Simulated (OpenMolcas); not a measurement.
# singlet C2H3Ge− at 6 levels

Wanted: a comparison of 6 runs (HF/3-21G, HF/def2-SVPD, B2PLYP/def2-SVPD, PBE/def2-SVPD, TPSS/def2-SVPD, MP2/def2-SVPD) of singlet C2H3Ge−. 

Program for the calculation: OpenMolcas 26.06.

1 further run of the same task is left out (set aside as unsound or not needed).

## 1. The structure to begin with

The species is C2H3Ge− (6 atoms), meant as a singlet with charge -1. SMILES of the parent species: `[C]#[C][GeH3]`. The shape is that of a PBE0-D4/def2-TZVP optimisation. That shape belongs to the parent species and isn't relaxed for this state.

Bond lengths: C1–C2 1.211 Å, C2–Ge3 1.905 Å, Ge3–H4 1.532 Å, Ge3–H5 1.532 Å, Ge3–H6 1.532 Å. Angles: C1–C2–Ge3 180.0°, C2–Ge3–H4 108.1°, C2–Ge3–H5 108.1°, C2–Ge3–H6 108.1°, H4–Ge3–H5 110.8°, H4–Ge3–H6 110.8°, H5–Ge3–H6 110.8°.

## 2. A single-point energy at HF/3-21G (run 1)

Contents of test.input:

```
&gateway
 baslib
 $CurrDir
 coord
 6
 angstrom
 C        1.063000      -1.993700       1.127200
 C        0.554800      -1.039400       0.581600
 Ge      -0.244200       0.461100      -0.277700
 H       -1.482100      -0.028100      -1.035900
 H        0.783700       1.059700      -1.242900
 H       -0.633000       1.476400       0.801400
 basis
 3-21G
 group
 NoSym

&seward

&scf
 charge
 -1
 thresholds
 1e-10 1e-07 1e-07 1e-05
 prorbitals
 1 2
```

The basis set 3-21G is read from a file made from the Basis Set Exchange's data (not shown).

The run is started by

```bash
$ export MOLCAS_MEM=1860
$ pymolcas test.input > test.log
```

Standard output:

```text
--- Start Module: gateway ---
[...]
--- Stop Module: gateway /rc=_RC_ALL_IS_WELL_ ---
--- Start Module: seward ---
[...]
      Basis functions           46
--- Stop Module: seward /rc=_RC_ALL_IS_WELL_ ---
--- Start Module: scf ---
[...]
       Convergence after  15 Iterations
[...]
::    Total SCF energy                              -2142.2743675665
[...]
      Total spin, S                                     0.0000000000
[...]
      Total electronic charge=   48.000000
      Total            charge=   -1.000000
[...]
      Dipole Moment (debye):
      Origin of the operator (angstrom)=    0.0002    0.0021   -0.0150
                   X= -3.8605E+00               Y=  7.2496E+00               Z= -4.1497E+00           Total=  9.2022E+00
      Center of Charge (angstrom)
[...]
--- Stop Module: scf /rc=_RC_ALL_IS_WELL_ ---
[...]
```

Wall time 2 s (1 thread of Intel Xeon Platinum 8375C at 2.90GHz (Ice Lake), shared host); peak memory 0.38 GiB.

## 3. The energy at HF/def2-SVPD (run 2)

Contents of geom.xyz:

```xyz
6

C      1.063000    -1.993700     1.127200
C      0.554800    -1.039400     0.581600
Ge    -0.244200     0.461100    -0.277700
H     -1.482100    -0.028100    -1.035900
H      0.783700     1.059700    -1.242900
H     -0.633000     1.476400     0.801400
```

Contents of calc.input:

```
&gateway
baslib
$CurrDir
coord
geom.xyz
basis
def2-SVPD
group
NoSym
&seward
&scf
charge
-1
thresholds
1e-10 1e-07 1e-07 1e-05
prorbitals
1
```

The basis set def2-SVPD is read from a file made from the Basis Set Exchange's data (not shown).

The run is started by

```bash
$ export MOLCAS_MEM=1860
$ pymolcas calc.input > calc.log
```

Standard output:

```text
--- Start Module: gateway ---
[...]
--- Stop Module: gateway /rc=_RC_ALL_IS_WELL_ ---
--- Start Module: seward ---
[...]
      Basis functions          102
--- Stop Module: seward /rc=_RC_ALL_IS_WELL_ ---
[...]
--- Start Module: scf ---
[...]
       Convergence after  18 Iterations
[...]
::    Total SCF energy                              -2152.4309334270
[...]
      Total spin, S                                     0.0000000000
[...]
      Total electronic charge=   48.000000
      Total            charge=   -1.000000
[...]
      Dipole Moment (debye):
      Origin of the operator (angstrom)=    0.0002    0.0021   -0.0150
                   X= -4.1732E+00               Y=  7.8369E+00               Z= -4.4854E+00           Total=  9.9474E+00
      Center of Charge (angstrom)
[...]
--- Stop Module: scf /rc=_RC_ALL_IS_WELL_ ---
[...]
```

Wall time 12 s (1 thread of Intel Xeon Platinum 8375C at 2.90GHz (Ice Lake), shared host); peak memory 0.58 GiB.

Runs 3 to 5 aren't shown in full; the table further down has their settings and results.

## 4. The energy at MP2/def2-SVPD (run 6)

Contents of test.input:

```
&GATEWAY
 BasLib
 $CurrDir
 Coord
 6
 angstrom
 C        1.063000      -1.993700       1.127200
 C        0.554800      -1.039400       0.581600
 Ge      -0.244200       0.461100      -0.277700
 H       -1.482100      -0.028100      -1.035900
 H        0.783700       1.059700      -1.242900
 H       -0.633000       1.476400       0.801400
 Basis
 def2-SVPD
 Group
 NoSym

&SEWARD

&SCF
 Charge
 -1
 Thresholds
 1e-10 1e-07 1e-07 1e-05
 PrOrbitals
 0

&MBPT2
 Frozen
 11
```

The basis set def2-SVPD is read from a file made from the Basis Set Exchange's data (not shown).

The run is started by

```bash
$ export MOLCAS_MEM=1860
$ pymolcas test.input > test.log
```

Standard output:

```text
--- Start Module: gateway ---
[...]
--- Stop Module: gateway /rc=_RC_ALL_IS_WELL_ ---
[...]
      Basis functions          102
[...]
--- Start Module: scf ---
[...]
       Convergence after  18 Iterations
[...]
::    Total SCF energy                              -2152.4309334270
[...]
      Total spin, S                                     0.0000000000
[...]
      Total electronic charge=   48.000000
      Total            charge=   -1.000000
[...]
      Dipole Moment (debye):
      Origin of the operator (angstrom)=    0.0002    0.0021   -0.0150
                   X= -4.1732E+00               Y=  7.8369E+00               Z= -4.4854E+00           Total=  9.9474E+00
      Center of Charge (angstrom)
[...]
--- Stop Module: scf /rc=_RC_ALL_IS_WELL_ ---
[...]
--- Start Module: mbpt2 ---
[...]
WARNING!
Default frozen orbitals as non valence orbitals is overwritten by user input.
Default values:  16
[...]
       Reference weight ( Cref**2 )         =        0.84301
::    Total MBPT2 energy                            -2152.9336130045
[...]
      Total MBPT2 calculations                           0.44      0.50
--- Stop Module: mbpt2 /rc=_RC_ALL_IS_WELL_ ---
[...]
```

Wall time 13 s (1 thread of Intel Xeon Platinum 8375C at 2.90GHz (Ice Lake), shared host); peak memory 0.58 GiB.

## 5. Overview of the runs

| run | level | frozen core orbitals | integration grid | energy (Eh) | HOMO energy (eV) | LUMO energy (eV) | HOMO–LUMO gap (eV) | wall time |
| --- | --- | --- | --- | --- | --- | --- | --- | --- |
| 1 | HF/3-21G | – | – | -2142.274368 | -3.18 | 9.00 | 12.18 | 2 s |
| 2 | HF/def2-SVPD | – | – | -2152.430933 | -3.96 | 5.27 | 9.23 | 12 s |
| 3 | B2PLYP/def2-SVPD | 11 | UltraFine | -2154.156020 | -2.37 | 4.28 | 6.64 | 32 s |
| 4 | PBE/def2-SVPD | – | UltraFine | -2154.189527 | 0.28 | 3.17 | 2.89 | 34 s |
| 5 | TPSS/def2-SVPD | – | UltraFine | -2154.610714 | 0.16 | 3.35 | 3.20 | 46 s |
| 6 | MP2/def2-SVPD | 11 | – | -2152.933613 | -3.96 | 5.27 | 9.23 | 13 s |

## 6. Outcome

| quantity | value |
| --- | --- |
| run 6: total energy | -2152.93361 Eh |
| run 6: HOMO energy (Hartree–Fock orbitals) | -3.96 eV |
| run 6: LUMO energy (Hartree–Fock orbitals) | 5.27 eV |
| run 6: HOMO–LUMO gap (to an unbound level, set by the basis) | 9.23 eV |
| run 6: correlation energy (11 core orbitals frozen) | -502.7 mEh |

What this shows: Over runs 1, 2, 3, 4, 5 the HOMO–LUMO gap runs from 2.89 eV (PBE/def2-SVPD) to 12.18 eV (HF/3-21G). The two ends differ in method and basis. The empty levels of an anion lie above zero and hang on the basis. For B2PLYP the log adds the whole second-order term; the table takes 0.27 of it, as the functional is defined. Totals of different functionals can't be ranked against each other. In runs 4, 5 the HOMO lies above zero, so the outermost electron may be held by the basis alone. All runs together took 2.3 min, the longest 46 s.
